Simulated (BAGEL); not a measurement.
**GeOF3 (SMILES [O][Ge]([F])([F])[F]) at UHF/6-31G(d) (density fitting with qzvpp-jkfit, spherical functions)**

What is the vertical doublet–quartet gap of GeOF3 at UHF/6-31G* (density fitting with qzvpp-jkfit, spherical functions)? 

Program for the calculation: BAGEL 1.2.2.

4 further runs of the same task are left out: 3 that didn't finish, 1 set aside as unsound or not needed.

## (1) The system as given

The species is GeOF3 (5 atoms), meant as a doublet with charge 0. As SMILES, `[O][Ge]([F])([F])[F]`. The coordinates come from a PBE0-D4/def2-TZVP relaxation.

Bond lengths: O1–Ge2 1.770 Å, Ge2–F3 1.697 Å, Ge2–F4 1.697 Å, Ge2–F5 1.697 Å. Angles: O1–Ge2–F3 107.1°, O1–Ge2–F4 112.2°, O1–Ge2–F5 111.5°, F3–Ge2–F4 109.3°, F3–Ge2–F5 109.9°, F4–Ge2–F5 106.8°.

## (2) A single-point energy at UHF/6-31G(d) (density fitting with qzvpp-jkfit, spherical functions)

File input.json:

```json
{ "bagel" : [

{
  "title" : "molecule",
  "basis" : "6-31gs.json",
  "df_basis" : "qzvpp-jkfit",
  "angstrom" : true,
  "geometry" : [
    { "atom" : "O", "xyz" : [      -0.574400,       0.094600,       1.657500 ] },
    { "atom" : "Ge", "xyz" : [       0.003900,      -0.010400,      -0.012400 ] },
    { "atom" : "F", "xyz" : [       1.388600,      -0.991000,      -0.000200 ] },
    { "atom" : "F", "xyz" : [      -1.154500,      -0.688300,      -1.051300 ] },
    { "atom" : "F", "xyz" : [       0.386300,       1.521400,      -0.635000 ] }
  ]
},

{
  "title" : "uhf",
  "nopen" : 1
},

{
  "title" : "print",
  "file" : "orbitals.molden",
  "orbitals" : true
}

]}
```

The basis set 6-31G* is read from a file made from the Basis Set Exchange's data (not shown).

Run with:

```bash
$ BAGEL_NUM_THREADS=1 BAGEL input.json > input.out
```

Output:

```text
* using 1 threads per process

  ===============================================================
  ===============================================================

  *** Geometry ***

  { "atom" : "O", "xyz" : [     -1.085459,      0.178768,      3.132221 ] },
  { "atom" : "Ge", "xyz" : [      0.007370,     -0.019653,     -0.023433 ] },
  { "atom" : "F", "xyz" : [      2.624074,     -1.872719,     -0.000378 ] },
  { "atom" : "F", "xyz" : [     -2.181689,     -1.300698,     -1.986669 ] },
  { "atom" : "F", "xyz" : [      0.730001,      2.875029,     -1.199976 ] },

  Number of auxiliary basis functions:      574

  Since a DF basis is specified, we compute 2- and 3-index integrals:
    o Being stored without compression. Storage requirement is 0.036 GB

  Number of basis functions:       88
  Number of electrons      :       67

    * METHOD: MOLECULE                             0.37

  *** Open-shell HF ***

  === Nuclear Repulsion ===
   432.7578372718

      * DIIS with orbital gradients will be used.

  === UHF iteration (6-31gs.json) ===
      0      -2448.02181576          0.04551666           0.25
      1      -2448.20539948          0.03028223           0.25
      2      -2448.27596974          0.01976725           0.24
      3      -2448.32604911          0.00088779           0.25
      4      -2448.32622099          0.00027484           0.24
      5      -2448.32629291          0.00006775           0.24
      6      -2448.32630907          0.00002709           0.24
      7      -2448.32631791          0.00001224           0.24
      8      -2448.32632142          0.00000552           0.24
      9      -2448.32632273          0.00000370           0.25
     10      -2448.32632336          0.00000257           0.24
     11      -2448.32632349          0.00000165           0.24
     12      -2448.32632348          0.00000124           0.24
     13      -2448.32632348          0.00000080           0.24
     14      -2448.32632350          0.00000047           0.25
     15      -2448.32632350          0.00000035           0.24
     16      -2448.32632351          0.00000032           0.25
     17      -2448.32632351          0.00000031           0.24
     18      -2448.32632351          0.00000031           0.25
     19      -2448.32632351          0.00000031           0.24
     20      -2448.32632351          0.00000031           0.24
     21      -2448.32632351          0.00000031           0.24
     22      -2448.32632351          0.00000030           0.24
     23      -2448.32632352          0.00000028           0.25
     24      -2448.32632352          0.00000023           0.24
     25      -2448.32632353          0.00000018           0.25
     26      -2448.32632354          0.00000014           0.24
     27      -2448.32632354          0.00000008           0.24
     28      -2448.32632354          0.00000006           0.24
     29      -2448.32632354          0.00000004           0.25
     30      -2448.32632354          0.00000003           0.24
     31      -2448.32632354          0.00000002           0.25
     32      -2448.32632354          0.00000002           0.25
     33      -2448.32632354          0.00000002           0.25
     34      -2448.32632354          0.00000002           0.25
     35      -2448.32632354          0.00000002           0.24
     36      -2448.32632354          0.00000002           0.25
     37      -2448.32632354          0.00000002           0.24
     38      -2448.32632354          0.00000002           0.25
     39      -2448.32632354          0.00000002           0.24
     40      -2448.32632354          0.00000001           0.24
     41      -2448.32632354          0.00000001           0.24
     42      -2448.32632354          0.00000001           0.24
    * SCF iteration converged.

    * S^2 (UHF) is 0.7567

    * Permanent dipole moment:
           (    0.070584,    -0.026799,    -0.122230) a.u.

    * METHOD: UHF                                 10.74

    * METHOD: PRINT                                0.02

  ===============================================================
```

Wall time 11 s (1 thread of Arm Neoverse V1, shared host); peak memory 0.15 GiB.

## (3) The quartet, same level

File hf.json:

```json
{ "bagel" : [

{
  "title" : "molecule",
  "basis" : "6-31gs.json",
  "df_basis" : "qzvpp-jkfit",
  "angstrom" : "true",
  "geometry" : [
    { "atom" : "O", "xyz" : [   -0.574400,    0.094600,    1.657500 ] },
    { "atom" : "Ge", "xyz" : [    0.003900,   -0.010400,   -0.012400 ] },
    { "atom" : "F", "xyz" : [    1.388600,   -0.991000,   -0.000200 ] },
    { "atom" : "F", "xyz" : [   -1.154500,   -0.688300,   -1.051300 ] },
    { "atom" : "F", "xyz" : [    0.386300,    1.521400,   -0.635000 ] }
  ]
},
{ "title" : "uhf", "nopen" : 3 },
{ "title" : "print", "file" : "orbitals.molden", "orbitals" : "true" }

]}
```

The basis set 6-31G* is read from a file made from the Basis Set Exchange's data (not shown).

Run with:

```bash
$ BAGEL_NUM_THREADS=1 BAGEL hf.json > hf.out
```

Output:

```text
* using 1 threads per process

  ===============================================================
  ===============================================================

  *** Geometry ***

  { "atom" : "O", "xyz" : [     -1.085459,      0.178768,      3.132221 ] },
  { "atom" : "Ge", "xyz" : [      0.007370,     -0.019653,     -0.023433 ] },
  { "atom" : "F", "xyz" : [      2.624074,     -1.872719,     -0.000378 ] },
  { "atom" : "F", "xyz" : [     -2.181689,     -1.300698,     -1.986669 ] },
  { "atom" : "F", "xyz" : [      0.730001,      2.875029,     -1.199976 ] },

  Number of auxiliary basis functions:      574

  Since a DF basis is specified, we compute 2- and 3-index integrals:
    o Being stored without compression. Storage requirement is 0.036 GB

  Number of basis functions:       88
  Number of electrons      :       67

    * METHOD: MOLECULE                             0.36

  *** Open-shell HF ***

  === Nuclear Repulsion ===
   432.7578372718

      * DIIS with orbital gradients will be used.

  === UHF iteration (6-31gs.json) ===
      0      -2447.68131972          0.04614212           0.24
      1      -2447.88996182          0.03527792           0.24
      2      -2447.99709581          0.02315836           0.24
      3      -2448.07677841          0.00130351           0.25
      4      -2448.07859838          0.00081586           0.25
      5      -2448.07933291          0.00034882           0.25
      6      -2448.07957815          0.00012007           0.25
      7      -2448.07960546          0.00006423           0.24
      8      -2448.07961567          0.00003747           0.25
      9      -2448.07961883          0.00003002           0.25
     10      -2448.07962103          0.00002351           0.25
     11      -2448.07962241          0.00001817           0.25
     12      -2448.07962359          0.00001317           0.24
     13      -2448.07962443          0.00000650           0.24
     14      -2448.07962458          0.00000378           0.24
     15      -2448.07962462          0.00000208           0.24
     16      -2448.07962464          0.00000108           0.24
     17      -2448.07962464          0.00000058           0.25
     18      -2448.07962464          0.00000039           0.25
     19      -2448.07962464          0.00000030           0.25
     20      -2448.07962464          0.00000022           0.25
     21      -2448.07962464          0.00000018           0.25
     22      -2448.07962464          0.00000015           0.25
     23      -2448.07962464          0.00000011           0.25
     24      -2448.07962464          0.00000007           0.25
     25      -2448.07962464          0.00000004           0.25
     26      -2448.07962464          0.00000002           0.24
     27      -2448.07962464          0.00000002           0.24
     28      -2448.07962464          0.00000001           0.25
     29      -2448.07962464          0.00000001           0.25
    * SCF iteration converged.

    * S^2 (UHF) is 3.7645

    * Permanent dipole moment:
           (    0.486430,    -0.057613,    -1.672882) a.u.

    * METHOD: UHF                                  7.69

    * METHOD: PRINT                                0.02

  ===============================================================
```

Wall time 8.4 s (1 thread of Arm Neoverse V1, shared host); peak memory 0.15 GiB.

## (4) What came out

Level: UHF/6-31G* (density fitting with qzvpp-jkfit, spherical functions).

| quantity | value |
| --- | --- |
| doublet: total energy | -2448.32632 Eh |
| doublet: dipole moment | 0.37 D |
| doublet: ⟨S²⟩ | 0.757 |
| quartet: total energy | -2448.07962 Eh |
| quartet: dipole moment | 4.43 D |
| quartet: ⟨S²⟩ | 3.764 |
| vertical energy of the quartet above the doublet | 6.713 eV |

**Reading.** At this shape the quartet lies 6.71 eV (155 kcal/mol) above the doublet.
